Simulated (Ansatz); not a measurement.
# BePd: the cost of one run

Computed with Ansatz 0.2.0 (DFT r2SCAN, scalar-relativistic, plane waves, PAW, unless a step's input says otherwise).

1 further run of the same task is left out (it didn't finish).

**1. The structure to begin with**

Symmetry: P-6m2, No. 187, hexagonal system. The conventional cell has a = 2.598 Å, b = 2.598 Å, c = 3.895 Å, α = 90.00°, β = 90.00°, γ = 120.00°. Be (site symmetry -6m2) has 6 Pd at 2.46 Å and 6 Be at 2.60 Å as nearest neighbours. Pd (site symmetry -6m2) is surrounded by 6 Be at 2.46 Å and 6 Pd at 2.60 Å.

Structure file:

```cif
data_structure
_symmetry_space_group_name_H-M 'P 1'
_symmetry_Int_Tables_number 1
_cell_length_a 2.5976
_cell_length_b 2.5976
_cell_length_c 3.8950
_cell_angle_alpha 90.000
_cell_angle_beta 90.000
_cell_angle_gamma 120.000
_cell_volume 22.76
loop_
_atom_site_label
_atom_site_type_symbol
_atom_site_fract_x
_atom_site_fract_y
_atom_site_fract_z
_atom_site_occupancy
Be1 Be 0.66667 0.33333 0.00000 1
Pd1 Pd 0.00000 0.00000 0.50000 1
```

(A quick probe on a coarse mesh, which set the mesh and smearing, is not shown.)

**3. Rough relaxation on the coarse mesh**

The input, input.yaml:

```yaml
crystal:
  lattice:
    - [2.5975716367, 0.0, 0.0]
    - [-1.2987858183, 2.2495630255, 0.0]
    - [0.0, 0.0, 3.8949506999]
  atoms:
    - { symbol: Be, position: [0.6666666667, 0.3333333333, 0.0] }
    - { symbol: Pd, position: [0.0, 0.0, 0.5] }
basis:
  ecutwfc: 500
kpoints:
  mp_grid: { grid: [6, 6, 4] }
hamiltonian:
  xc: r2scan
scf:
  occupations: { method: gaussian, width: 0.1 }
  lower_state_search: "off"
output:
  forces: true
  stress: true
  eigenvalues: true
relax:
  adjacent_minimum: "off"
  f_tol: 0.04
  max_steps: 70
  cell: { stress_tol: 0.4 }
```

Started as:

```bash
$ ansatz run input.yaml --threads 1 --pin off --max-ram 2560MiB --backend cpu --events-out ev --progress --plain --runs-dir out
```

**Question.** How long does this run take on 1 thread of Arm Neoverse V1, shared host, and how much memory does it need?

About 25 s, with a peak of 0.34 GiB.
